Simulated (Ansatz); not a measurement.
# In3As (Pm-3m) in Ansatz: reference runs

How does In3As come out in PBE? The cell is run as given and disturbed, then over a range of volumes.

Program: Ansatz 0.2.0. These are calculated values, not measurements. Logs are shortened: lines on timing, memory, paths and dates and some standing lists are left out, and cuts for length are marked.

## (1) Starting point

It takes space group Pm-3m (No. 221, cubic). The conventional cell has a = 4.672 Å, b = 4.672 Å, c = 4.672 Å, α = 90.00°, β = 90.00°, γ = 90.00°. In (site symmetry 4/mmm) is surrounded by 8 In at 3.30 Å and 4 As at 3.30 Å. Around As (site symmetry m-3m) lie 12 In at 3.30 Å.

The cell comes from a database or a generator and needn't be the stable form of this composition.

## (2) Single point, PBE

The input, input.yaml:

```yaml
crystal:
  lattice:
    - [4.671681, 0.0, 0.0]
    - [0.0, 4.671681, 0.0]
    - [0.0, 0.0, 4.671681]
  atoms:
    - { symbol: In, position: [0.5, 0.5, 0.0] }
    - { symbol: In, position: [0.5, 0.0, 0.5] }
    - { symbol: In, position: [0.0, 0.5, 0.5] }
    - { symbol: As, position: [0.0, 0.0, 0.0] }
hamiltonian:
  xc: pbe
  pseudopotentials: { kind: paw }
kpoints:
  mp_grid: { grid: [6, 6, 6] }
scf:
  occupations: { method: fermi_dirac, width: 0.05 }
output:
  forces: true
  stress: true
  eigenvalues: true
```

Potentials or basis: Ansatz PAW.

The run is started by

```console
$ ansatz run input.yaml --threads 2 --pin off --max-ram 5120MiB --backend cpu --events-out ev --progress --plain --runs-dir out
```

The program printed:

```text
Warning: RAYON_NUM_THREADS=2 ignored (pool sized by the plan → 2); use --threads N
Engine: ansatz 0.2.0, x86_64-unknown-linux-gnu
Pseudopotentials: kind: paw
Pseudopotential: In, paw, valence charge 13, recommended cutoff 420 eV (normal), In.paw.azcp
Pseudopotential: As, paw, valence charge 15, recommended cutoff 420 eV (normal), As.paw.azcp
Functional definition: PBE
  parameter kappa = 0.804
  parameter beta = 0.06672455060314922
  exchange = pbe_x(kappa = kappa, mu = beta*pi^2/3)
  correlation = pbe_c(beta = beta)
Crystal: 4 atoms, lattice volume = 101.958 Å³
Basis set: ecut = 420 eV, 1935 PW (Γ), exchange–correlation on 64×64×64 points (8 copies of the dense FFT grid, shifted against one another)
Bands: 33, of which v1, the nominal top of the filled ones, is band 27 counted from 1 (26 counted from 0)
Symmetry: 48 space group operations
Space group: Pm-3m (ITA 221), of the structure as read, at distance tolerance 4.7e-5 Å
k-points: 20 of 216
Non-local potential: In, projectors of the file, l = 0: 2, l = 1: 2, l = 2: 2, l = 3: 2
Non-local potential: As, projectors of the file, l = 0: 2, l = 1: 2, l = 2: 3, l = 3: 1
PAW form: soft (Blöchl's): semilocal exchange-correlation on the pseudo side does not see the compensation charge
PAW one-centre angular grid: In, 590 points (default); XC on 64 Gauss nodes
PAW one-centre angular grid: As, 590 points (default); XC on 64 Gauss nodes
Initial density: superposition of atomic densities (neutral atoms: chi_scale 0, normalization atom), corrected by the library's trained network
Initial wavefunctions: pseudopotential atomic-orbital guess
Functional: x = pbe(κ = 0.804, μ = 0.2195149727645171), c = pbe(β = 0.06672455060314922)
SCF iter   1: F=—  HF=-21649.374777 eV  |F-HF|=—  |Δ(HF+E_count)|=         —  Δρ=1.14e-3  dr2=3.04e-3  ethr=1.77e-3  ⟨swp⟩=6.8  Hψ=2762  notcnv=0  defer=1
preconditioner: auto → Kerker (q_TF=auto, 2.454 Å⁻¹)  [metal: Δε(μ)=0.033 eV  Ē_g=14.122 eV  σ=0.050 eV  W_gap=0.16  n_scr=26 (ndim 8)  ℏωp=24.4 eV  f_vac=0.000  D(μ)=1.87/eV (n_scr^D=6)]
SCF iter   2: F=—  HF=-21649.371335 eV  |F-HF|=—  |Δ(HF+E_count)|=   3.44e-3  Δρ=7.75e-4  dr2=8.16e-4  ethr=5.63e-6  ⟨swp⟩=2.0  Hψ=1205  notcnv=0  defer=4
SCF iter   3: F=—  HF=-21649.371329 eV  |F-HF|=—  |Δ(HF+E_count)|=   6.35e-6  Δρ=2.95e-4  dr2=1.39e-4  ethr=1.51e-6  ⟨swp⟩=2.1  Hψ=870  notcnv=0  defer=5
SCF iter   4: F=—  HF=-21649.371342 eV  |F-HF|=—  |Δ(HF+E_count)|=   1.26e-5  Δρ=1.45e-4  dr2=2.99e-5  ethr=2.58e-7  ⟨swp⟩=1.4  Hψ=657  notcnv=0  defer=5
SCF iter   5: F=—  HF=-21649.371346 eV  |F-HF|=—  |Δ(HF+E_count)|=   4.19e-6  Δρ=4.20e-5  dr2=3.36e-6  ethr=5.53e-8  ⟨swp⟩=2.1  Hψ=1176  notcnv=0  defer=5
SCF iter   6: F=—  HF=-21649.371344 eV  |F-HF|=—  |Δ(HF+E_count)|=   2.18e-6  Δρ=2.19e-5  dr2=6.04e-7  ethr=6.23e-9  ⟨swp⟩=2.0  Hψ=1182  notcnv=0  defer=5
SCF iter   7: F=-21649.371343 eV  HF=-21649.371343 eV  |F-HF|=1.57e-8  |Δ(HF+E_count)|=   2.25e-7  Δρ=5.09e-6  dr2=3.59e-8  ethr=1.85e-10  ⟨swp⟩=5.9  Hψ=2980  notcnv=0
SCF 1 converged in 7 iterations: F = -21649.371343 eV  dr2 = 3.59e-8
SCF converged after 7 iterations
Free energy (F): -21649.371343 eV
Harris-Foulkes:  -21649.371343 eV  (|F-HF|=1.57e-8)
Internal energy: -21649.355998 eV  (E = F + TS)
E sigma→0 (E₀):  -21649.363671 eV
Entropy (-TS):   -0.015345 eV (-3.836 meV/atom)
Fermi energy:    9.833806 eV
--- Per-component energies (eV) ---
  E_band       = -313.759942
  E_kinetic    = 823.913112
  E_local      = -4920.202806  (includes V_loc(G=0)·N_el)
  E_nonlocal   = 427.279441
  E_hartree    = 2197.301618
  E_xc         = -726.904211
  E_vxc        = -378.503434  (∫ρ·V_xc dr)
  E_paw        = -14289.189279  (= ΣΔE_a)
  E_vpaw       = -660.844561  (= ΣTr[D̂ρ^β])
  E_aug_tail   = 0.000083  (compensation charges beyond the density's cutoff)
  E_ewald      = -5161.553956
  E_smearing   = -0.015345  (= −TS)
  E_closure    = -0.000000  (closes the sum)
  Σ components = -21649.371343   (vs F -21649.371343, Δ=0.00e0)
--- Forces (eV/Å), atoms counted from 1 ---
  atom   1  In     0.00000000    -0.00000000    -0.00000000
  atom   2  In     0.00000000    -0.00000000     0.00000000
  atom   3  In     0.00000000    -0.00000000    -0.00000000
  atom   4  As     0.00000000     0.00000000    -0.00000000
  max |Σ_I F_I| component: 1.26e-28 eV/Å
--- Stress (GPa, compression-positive) ---
        0.595848      -0.000000       0.000000
       -0.000000       0.595848       0.000000
        0.000000      -0.000000       0.595848
  P = ⅓ Tr σ = 0.5958 GPa (5.958 kbar)
--- Band table (eV; the first three rows and the last of 20) ---
  k-point 0: bands = ["-25.5610", "-25.5610", "-25.5610", "-25.5609", "-25.5609", "-4.8312", "-4.8168", "-4.8168", "-4.8168", "-4.6425", "-4.6425", "-4.4810", "-4.4810", "-4.4810", "-4.4239", "-4.4239", "-4.3188", "-4.2889", "-4.2889", "-4.2889", "-1.3348", "3.6094", "7.0077", "7.0077", "7.0077", "7.9796", "7.9796", "11.9440", "11.9440", "11.9440", "14.4343", "14.4343", "14.4343"]
  k-point 1: bands = ["-25.5610", "-25.5610", "-25.5610", "-25.5609", "-25.5609", "-4.8117", "-4.8045", "-4.7865", "-4.7865", "-4.6385", "-4.6220", "-4.4862", "-4.4842", "-4.4842", "-4.4435", "-4.4235", "-4.3356", "-4.3267", "-4.3267", "-4.2888", "-1.2113", "3.3090", "6.0719", "7.2160", "7.2160", "8.1074", "9.4795", "11.5174", "11.5991", "11.5991", "13.3313", "14.0026", "14.0026"]
  k-point 2: bands = ["-25.5610", "-25.5610", "-25.5610", "-25.5609", "-25.5608", "-4.8008", "-4.7385", "-4.7021", "-4.7021", "-4.6287", "-4.5706", "-4.4979", "-4.4972", "-4.4968", "-4.4968", "-4.4233", "-4.4197", "-4.4197", "-4.3788", "-4.2888", "-0.9068", "2.5733", "5.5987", "7.7838", "7.7838", "8.4340", "10.1078", "10.5646", "10.5646", "11.9508", "12.4720", "14.1431", "14.1431"]
  k-point 19: bands = ["-25.5610", "-25.5610", "-25.5610", "-25.5607", "-25.5607", "-4.7517", "-4.7150", "-4.7150", "-4.7150", "-4.6534", "-4.6534", "-4.6534", "-4.4726", "-4.4726", "-4.4726", "-4.4342", "-4.4342", "-4.3201", "-4.3201", "-4.3201", "0.1495", "5.6568", "5.6568", "5.6568", "5.9194", "5.9194", "5.9194", "6.4958", "14.5681", "14.5681", "14.5681", "18.6236", "18.6236"]
```

Wall time 5.3 s (2 threads of Intel Xeon at 2.50GHz (Skylake/Cascade Lake), shared host); peak memory 0.41 GiB.

Results:

```yaml
Free_energy: -21649.3713 eV
Pressure: 0.6 GPa
Band_gap_on_the_k_mesh: none (metal or under the smearing width)
```

Levels at points of the mesh, in eV from the Fermi level:
```
              k point  band 23  band 24  band 25  band 26  band 27  band 28  band 29  band 30  band 31  band 32
   (0.00, 0.00, 0.00)    -2.83    -2.83    -2.83    -1.85    -1.85     2.11     2.11     2.11     4.60     4.60
  (0.00, 0.00, -0.50)    -4.31    -1.55    -1.55    -1.17    -0.01    -0.01     0.04     1.51     4.72     4.72
 (0.00, -0.50, -0.50)    -5.86    -5.78    -0.73    -0.34     0.47     0.47     1.79     1.98     1.98     2.15
(-0.50, -0.50, -0.50)    -4.18    -4.18    -3.91    -3.91    -3.91    -3.34     4.73     4.73     4.73     8.79
```

## (3) Single point, PBE (atoms moved at random, drawn with an rms of 0.05 Å)

The input, input.yaml:

```yaml
crystal:
  lattice:
    - [4.671681, 0.0, 0.0]
    - [0.0, 4.671681, 0.0]
    - [0.0, 0.0, 4.671681]
  atoms:
    - { symbol: In, position: [0.502869, 0.49799, -0.008904] }
    - { symbol: In, position: [0.493736, -0.011732, 0.495553] }
    - { symbol: In, position: [-0.009791, 0.49748, 0.510253] }
    - { symbol: As, position: [-0.001071, 0.008341, -0.002935] }
hamiltonian:
  xc: pbe
  pseudopotentials: { kind: paw }
kpoints:
  mp_grid: { grid: [6, 6, 6] }
scf:
  occupations: { method: fermi_dirac, width: 0.05 }
output:
  forces: true
  stress: true
  eigenvalues: true
```

Potentials or basis: Ansatz PAW.

The run is started by

```console
$ ansatz run input.yaml --threads 2 --pin off --max-ram 5120MiB --backend cpu --events-out ev --progress --plain --runs-dir out
```

Run time: 29 s. Hardware: 2 threads of Intel Xeon at 2.50GHz (Skylake/Cascade Lake), shared host; peak memory 0.55 GiB.

Results (log left out):

| Item | Value |
| --- | --- |
| Free energy | -21649.3647 eV |
| Pressure | 0.6 GPa |
| Largest force | 0.197 eV/Å |
| Band gap on the k mesh | none (metal or under the smearing width) |

Forces on the atoms (eV/Å):
```
In  -0.078 -0.074  0.165
In  -0.052  0.074 -0.075
In   0.095 -0.072 -0.111
As   0.034  0.072  0.021
```

Stress tensor (GPa, compression positive):
```
 0.66 -0.03 -0.06
-0.03  0.61 -0.04
-0.06 -0.04  0.66
```

Levels at points of the mesh, in eV from the Fermi level:
```
              k point  band 23  band 24  band 25  band 26  band 27  band 28  band 29  band 30  band 31  band 32
   (0.00, 0.00, 0.00)    -2.86    -2.82    -2.82    -1.85    -1.83     2.11     2.11     2.12     4.59     4.60
  (0.00, 0.00, -0.50)    -4.31    -1.57    -1.56    -1.17    -0.16     0.00     0.21     1.52     4.69     4.71
  (0.00, -0.50, 0.00)    -4.30    -1.55    -1.55    -1.17    -0.03    -0.01     0.05     1.52     4.72     4.73
 (0.00, -0.50, -0.50)    -5.86    -5.66    -0.74    -0.34     0.47     0.48     1.77     1.87     1.99     2.29
  (-0.50, 0.00, 0.00)    -4.31    -1.56    -1.55    -1.17    -0.16    -0.01     0.20     1.51     4.71     4.71
 (-0.50, 0.00, -0.50)    -5.86    -5.73    -0.76    -0.33     0.48     0.49     1.77     1.96     1.99     2.19
 (-0.50, -0.50, 0.00)    -5.86    -5.73    -0.75    -0.32     0.47     0.48     1.76     1.93     1.99     2.25
(-0.50, -0.50, -0.50)    -4.19    -4.18    -3.91    -3.90    -3.82    -3.30     4.74     4.74     4.74     8.79
```

## (4) Single point, PBE, 23.96 Å³/atom (volume scaled by 0.94)

The input, input.yaml:

```yaml
crystal:
  lattice:
    - [4.576313812, 0.0, 0.0]
    - [0.0, 4.576313812, 0.0]
    - [0.0, 0.0, 4.576313812]
  atoms:
    - { symbol: In, position: [0.5, 0.5, 0.0] }
    - { symbol: In, position: [0.5, 0.0, 0.5] }
    - { symbol: In, position: [0.0, 0.5, 0.5] }
    - { symbol: As, position: [0.0, 0.0, 0.0] }
hamiltonian:
  xc: pbe
  pseudopotentials: { kind: paw }
kpoints:
  mp_grid: { grid: [6, 6, 6] }
scf:
  occupations: { method: fermi_dirac, width: 0.05 }
output:
  forces: true
  stress: true
  eigenvalues: true
  write_density: true
  write_potential: true
  elf: true
  volumetric_format: npy
```

The run is started by

```console
$ ansatz run input.yaml --threads 2 --pin off --max-ram 5120MiB --backend cpu --events-out ev --progress --plain --runs-dir out
```

Run time: 5.3 s. Hardware: 2 threads of Intel Xeon at 2.50GHz (Skylake/Cascade Lake), shared host; peak memory 0.41 GiB.

The run converged. Its results:

```yaml
Free_energy: -21649.2929 eV
Pressure: 3.7 GPa
Band_gap_on_the_k_mesh: none (metal or under the smearing width)
```

## (5) Single point, PBE, 24.47 Å³/atom (volume scaled by 0.96)

input.yaml: that of step 4 with these lines changed.

```diff
@@ -2,5 +2,5 @@
   lattice:
-    - [4.576313812, 0.0, 0.0]
-    - [0.0, 4.576313812, 0.0]
-    - [0.0, 0.0, 4.576313812]
+    - [4.6085424358, 0.0, 0.0]
+    - [0.0, 4.6085424358, 0.0]
+    - [0.0, 0.0, 4.6085424358]
   atoms:
@@ -21,5 +21 @@
   eigenvalues: true
-  write_density: true
-  write_potential: true
-  elf: true
-  volumetric_format: npy
```

The run is started by

```console
$ ansatz run input.yaml --threads 2 --pin off --max-ram 5120MiB --backend cpu --events-out ev --progress --plain --runs-dir out
```

It took 5 s on 2 threads of Intel Xeon at 2.50GHz (Skylake/Cascade Lake), shared host; peak memory 0.41 GiB.

It converged, with:

```
Free energy            : -21649.3324 eV
Pressure               : 2.5 GPa
Band gap on the k mesh : none (metal or under the smearing width)
```

## (6) Single point, PBE, 24.98 Å³/atom (volume scaled by 0.98)

input.yaml: that of step 5 with these lines changed.

```diff
@@ -2,5 +2,5 @@
   lattice:
-    - [4.6085424358, 0.0, 0.0]
-    - [0.0, 4.6085424358, 0.0]
-    - [0.0, 0.0, 4.6085424358]
+    - [4.6403264915, 0.0, 0.0]
+    - [0.0, 4.6403264915, 0.0]
+    - [0.0, 0.0, 4.6403264915]
   atoms:
@@ -21 +21,5 @@
   eigenvalues: true
+  write_density: true
+  write_potential: true
+  elf: true
+  volumetric_format: npy
```

Potentials or basis: Ansatz PAW.

The run is started by

```console
$ ansatz run input.yaml --threads 2 --pin off --max-ram 5120MiB --backend cpu --events-out ev --progress --plain --runs-dir out
```

The program printed:

```text
Warning: RAYON_NUM_THREADS=2 ignored (pool sized by the plan → 2); use --threads N
[... 7 set-up lines as earlier in the session ...]
[... 56 lines left out ...]
       -0.000000       1.510590      -0.000000
        0.000000      -0.000000       1.510590
  P = ⅓ Tr σ = 1.5106 GPa (15.106 kbar)
--- Band table (eV; the first three rows and the last of 20) ---
  k-point 0: bands = ["-25.2905", "-25.2905", "-25.2905", "-25.2904", "-25.2904", "-4.5749", "-4.5571", "-4.5571", "-4.5571", "-4.3759", "-4.3759", "-4.2041", "-4.2041", "-4.2041", "-4.1411", "-4.1411", "-4.0320", "-3.9990", "-3.9990", "-3.9990", "-1.1657", "3.8926", "7.2156", "7.2156", "7.2156", "8.3023", "8.3023", "12.2553", "12.2553", "12.2553", "14.7728", "14.7728", "14.7728"]
  k-point 1: bands = ["-25.2905", "-25.2905", "-25.2905", "-25.2904", "-25.2904", "-4.5516", "-4.5465", "-4.5253", "-4.5253", "-4.3716", "-4.3541", "-4.2097", "-4.2076", "-4.2076", "-4.1619", "-4.1406", "-4.0498", "-4.0391", "-4.0391", "-3.9990", "-1.0369", "3.5640", "6.3207", "7.4289", "7.4289", "8.4346", "9.7931", "11.8196", "11.9010", "11.9010", "13.6487", "14.3330", "14.3330"]
  k-point 2: bands = ["-25.2905", "-25.2905", "-25.2905", "-25.2904", "-25.2903", "-4.5398", "-4.4761", "-4.4366", "-4.4366", "-4.3610", "-4.2995", "-4.2215", "-4.2210", "-4.2210", "-4.2198", "-4.1405", "-4.1377", "-4.1377", "-4.0956", "-3.9990", "-0.7170", "2.7730", "5.8782", "8.0104", "8.0104", "8.7763", "10.3981", "10.8407", "10.8407", "12.2350", "12.8256", "14.4869", "14.4869"]
  k-point 19: bands = ["-25.2905", "-25.2905", "-25.2905", "-25.2902", "-25.2902", "-4.4966", "-4.4506", "-4.4506", "-4.4506", "-4.3847", "-4.3847", "-4.3847", "-4.1936", "-4.1936", "-4.1936", "-4.1545", "-4.1545", "-4.0326", "-4.0326", "-4.0326", "0.4105", "5.9296", "5.9296", "5.9296", "6.1024", "6.1024", "6.1024", "6.6986", "14.9489", "14.9489", "14.9489", "19.0633", "19.0633"]
```

v_z.tsv:

```text
# z_ang	v_es[eV]	v_tot[eV]
# format = ansatz-planar-average/11
# xc	pbe
# density_cutoff_ev	1680
# datasets	In=:simpson_from_first_knot:soft	As=:simpson_from_first_knot:soft
# lattice	4.640326491	0.000000000	0.000000000
# lattice	0.000000000	4.640326491	0.000000000
# lattice	0.000000000	0.000000000	4.640326491
# sites	4
# site	49	2.320163246	2.320163246	0.000000000
# site	49	2.320163246	0.000000000	2.320163246
# site	49	0.000000000	2.320163246	2.320163246
# site	33	0.000000000	0.000000000	0.000000000
0.000000	4.339488e0	-7.328521e0
0.145010	4.384417e0	-7.176342e0
0.290020	4.592546e0	-6.647905e0
0.435031	5.125814e0	-5.604232e0
0.580041	6.116913e0	-3.988091e0
0.725051	7.523084e0	-1.971691e0
[... 24 lines left out ...]
4.350306	4.592546e0	-6.647905e0
4.495316	4.384417e0	-7.176342e0
```

It took 6 s on 2 threads of Intel Xeon at 2.50GHz (Skylake/Cascade Lake), shared host; peak memory 0.42 GiB.

What came out:

| Quantity | Value |
| --- | --- |
| Free energy | -21649.3581 eV |
| Pressure | 1.5 GPa |
| Band gap on the k mesh | none (metal or under the smearing width) |

## (7) Single point, PBE, 25.49 Å³/atom

input.yaml: that of step 6 with these lines changed.

```diff
@@ -2,5 +2,5 @@
   lattice:
-    - [4.6403264915, 0.0, 0.0]
-    - [0.0, 4.6403264915, 0.0]
-    - [0.0, 0.0, 4.6403264915]
+    - [4.671681, 0.0, 0.0]
+    - [0.0, 4.671681, 0.0]
+    - [0.0, 0.0, 4.671681]
   atoms:
@@ -21,5 +21 @@
   eigenvalues: true
-  write_density: true
-  write_potential: true
-  elf: true
-  volumetric_format: npy
```

The run is started by

```console
$ ansatz run input.yaml --threads 2 --pin off --max-ram 5120MiB --backend cpu --events-out ev --progress --plain --runs-dir out
```

Wall time 4.8 s (2 threads of Intel Xeon at 2.50GHz (Skylake/Cascade Lake), shared host); peak memory 0.42 GiB.

The run converged. Its results:

```yaml
Free_energy: -21649.3713 eV
Pressure: 0.6 GPa
Band_gap_on_the_k_mesh: none (metal or under the smearing width)
```

## (8) Single point, PBE, 26.00 Å³/atom (volume scaled by 1.02)

input.yaml: that of step 7 with these lines changed.

```diff
@@ -2,5 +2,5 @@
   lattice:
-    - [4.671681, 0.0, 0.0]
-    - [0.0, 4.671681, 0.0]
-    - [0.0, 0.0, 4.671681]
+    - [4.7026201864, 0.0, 0.0]
+    - [0.0, 4.7026201864, 0.0]
+    - [0.0, 0.0, 4.7026201864]
   atoms:
@@ -21 +21,5 @@
   eigenvalues: true
+  write_density: true
+  write_potential: true
+  elf: true
+  volumetric_format: npy
```

The run is started by

```console
$ ansatz run input.yaml --threads 2 --pin off --max-ram 5120MiB --backend cpu --events-out ev --progress --plain --runs-dir out
```

Run time: 6.2 s. Hardware: 2 threads of Intel Xeon at 2.50GHz (Skylake/Cascade Lake), shared host; peak memory 0.42 GiB.

It converged, with:

| Property | Result |
| --- | --- |
| Free energy | -21649.3737 eV |
| Pressure | -0.2 GPa |
| Band gap on the k mesh | none (metal or under the smearing width) |

## (9) Single point, PBE, 26.51 Å³/atom (volume scaled by 1.04)

input.yaml: that of step 8 with these lines changed.

```diff
@@ -2,5 +2,5 @@
   lattice:
-    - [4.7026201864, 0.0, 0.0]
-    - [0.0, 4.7026201864, 0.0]
-    - [0.0, 0.0, 4.7026201864]
+    - [4.7331575368, 0.0, 0.0]
+    - [0.0, 4.7331575368, 0.0]
+    - [0.0, 0.0, 4.7331575368]
   atoms:
@@ -21,5 +21 @@
   eigenvalues: true
-  write_density: true
-  write_potential: true
-  elf: true
-  volumetric_format: npy
```

Potentials or basis: Ansatz PAW.

The run is started by

```console
$ ansatz run input.yaml --threads 2 --pin off --max-ram 5120MiB --backend cpu --events-out ev --progress --plain --runs-dir out
```

Run time: 4.7 s. Hardware: 2 threads of Intel Xeon at 2.50GHz (Skylake/Cascade Lake), shared host; peak memory 0.41 GiB.

The run converged. Its results:

- Free energy: -21649.3661 eV
- Pressure: -1.0 GPa
- Band gap on the k mesh: none (metal or under the smearing width)

## (10) Single point, PBE, 27.02 Å³/atom (volume scaled by 1.06)

input.yaml: that of step 9 with these lines changed.

```diff
@@ -2,5 +2,5 @@
   lattice:
-    - [4.7331575368, 0.0, 0.0]
-    - [0.0, 4.7331575368, 0.0]
-    - [0.0, 0.0, 4.7331575368]
+    - [4.7633058499, 0.0, 0.0]
+    - [0.0, 4.7633058499, 0.0]
+    - [0.0, 0.0, 4.7633058499]
   atoms:
```

The run is started by

```console
$ ansatz run input.yaml --threads 2 --pin off --max-ram 5120MiB --backend cpu --events-out ev --progress --plain --runs-dir out
```

Run time: 4.7 s. Hardware: 2 threads of Intel Xeon at 2.50GHz (Skylake/Cascade Lake), shared host; peak memory 0.42 GiB.

It converged, with:

| Property | Result |
| --- | --- |
| Free energy | -21649.3498 eV |
| Pressure | -1.6 GPa |
| Band gap on the k mesh | none (metal or under the smearing width) |

## (11) Equation of state, PBE

Potentials or basis: Ansatz PAW.

This step only gathers the single runs of the series.

What came out:

| Quantity | Value |
| --- | --- |
| Equilibrium volume | 25.86 Å³/atom |
| Bulk modulus | 40 GPa |
| Pressure derivative of the bulk modulus | 4.8 |

Energy against volume, from the lowest point:
| volume (Å³/atom) | energy (meV/atom) |
| --- | --- |
| 23.960 | 20.19 |
| 24.470 | 10.31 |
| 24.980 | 3.90 |
| 25.489 | 0.58 |
| 25.999 | 0.00 |
| 26.509 | 1.88 |
| 27.019 | 5.97 |

## (12) Overview

| task | cell | gap on the mesh (eV) | pressure (GPa) |
| --- | --- | --- | --- |
| single point | as given | none | 0.6 |
| single point | atoms moved at random, drawn with an rms of 0.05 Å | none | 0.6 |
| equation of state | as given | - | - |

Alike in all rows: level PBE; potentials or basis Ansatz PAW; no spin polarisation; k mesh 6 × 6 × 6; cutoff (eV) 420; smearing fermi-dirac 0.05 eV.

Absolute energies hang on the potentials; compare differences alone.
